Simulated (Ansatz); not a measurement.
# CH4GeSe: up Jacob's ladder to CCSD(T)

One table from this session's results is given with a row withheld; the runs are named, their logs left out.

Computed with Ansatz 0.2.0, Gaussian basis. Level: functionals in def2-TZVPP, the program's frozen cores in correlated methods.

Levels to be run: LDA (SPW92), PBE-D4, revPBE-D4, BLYP-D4, r2SCAN-D4, B97M-V, PBE0-D4, B3LYP-D4, r2SCANh-D4, r2SCAN0-D4, HSE06-D4, BHLYP-D4, CAM-B3LYP-D4, LC-ωPBE, ωB97X-V, ωB97M-V, B2PLYP, PBE-QIDH; CCSD(T)/def2-SVP; CCSD(T)/def2-TZVPP; MP2/def2-QZVPP; extrapolation to the limit; RPA on PBE.

## The relaxed structure

An earlier PBE0-D4 in a triple-zeta def2 set relaxation fixed the geometry.

SMILES `[GeH3][CH]=[Se]`, 7 atoms, charge 0, spin multiplicity 1.

Atoms are counted from 1 here; the program's logs count them from 0.

Bond lengths: Ge1–C2 1.953 Å, Ge1–H4 1.530 Å, Ge1–H5 1.539 Å, Ge1–H6 1.539 Å, C2–Se3 1.750 Å, C2–H7 1.091 Å. Angles: C2–Ge1–H4 108.8°, C2–Ge1–H5 108.9°, C2–Ge1–H6 108.6°, H4–Ge1–H5 111.2°, H4–Ge1–H6 111.0°, H5–Ge1–H6 108.3°, Ge1–C2–Se3 124.7°, Ge1–C2–H7 117.4°, Se3–C2–H7 118.0°.

Set-up of the first run:

Contents of in.yaml:

```yaml
crystal:
  periodic: [false, false, false]
  atoms:
    - {symbol: Ge, position_ang: [-0.693619, 0.316495, -0.335208]}
    - {symbol: C, position_ang: [0.987547, -0.313353, 0.433946]}
    - {symbol: Se, position_ang: [1.369592, -1.991492, 0.751735]}
    - {symbol: H, position_ang: [-1.570025, -0.894647, -0.661547]}
    - {symbol: H, position_ang: [-0.385206, 1.136298, -1.600819]}
    - {symbol: H, position_ang: [-1.384786, 1.240478, 0.683284]}
    - {symbol: H, position_ang: [1.737897, 0.438121, 0.682909]}
basis:
  gaussian: {orbitals: def2-TZVPP}
hamiltonian: {xc: lda}
output: {orbitals: {seedname: orbitals}}
```

The run is started by

```console
$ ansatz run in.yaml --threads 2 --pin off --events-out ev --progress --plain --max-ram 4352MiB
```

Steps of the session up to this table: LDA; PBE-D4 (GGA); revPBE-D4 (GGA); BLYP-D4 (GGA); r2SCAN-D4 (meta-GGA); B97M-V (meta-GGA); B3LYP-D4 (hybrid); r2SCANh-D4 (hybrid); r2SCAN0-D4 (hybrid); HSE06-D4 (hybrid); BHLYP-D4 (hybrid); CAM-B3LYP-D4 (range-separated); LC-ωPBE (range-separated); ωB97X-V (range-separated); ωB97M-V (range-separated); B2PLYP (double hybrid); PBE-QIDH (double hybrid).

One table of the session follows, with a row left open; its other results are not shown here.

It belongs to the step «Frontier levels by functional». 

```
  functional  HOMO (eV)  LUMO (eV)  gap (eV)
 LDA (SPW92)      -5.26      -3.97      1.29
      PBE-D4      -5.13      -3.77      1.35
   revPBE-D4      -5.08      -3.70      1.38
     BLYP-D4      -4.97      -3.62      1.35
   r2SCAN-D4      -5.34      -3.73      1.61
      B97M-V      -5.46      -3.62      1.85
     PBE0-D4      -6.25      -2.91      3.34
    B3LYP-D4      -6.03      -3.09      2.93
  r2SCANh-D4      -5.76      -3.40      2.36
  r2SCAN0-D4          ?          ?         ?
    HSE06-D4      -5.86      -3.30      2.56
    BHLYP-D4      -7.22      -1.89      5.33
CAM-B3LYP-D4      -7.52      -1.77      5.75
     LC-ωPBE      -8.88      -0.72      8.16
     ωB97X-V      -8.53      -0.76      7.77
     ωB97M-V      -8.39      -0.81      7.58
```

Estimate the missing values for r2SCAN0-D4.

Worked estimate for «HOMO (eV)». Against the share of exact exchange, r2SCAN-D4 (0, -5.34), r2SCANh-D4 (0.1, -5.76) give a slope of -4.20 per unit share; at 0.25 the line stands at -6.39.

The run gave: HOMO (eV): -6.39; LUMO (eV): -2.90; gap (eV): 3.49. In «HOMO (eV)» the line misses by 0.00.
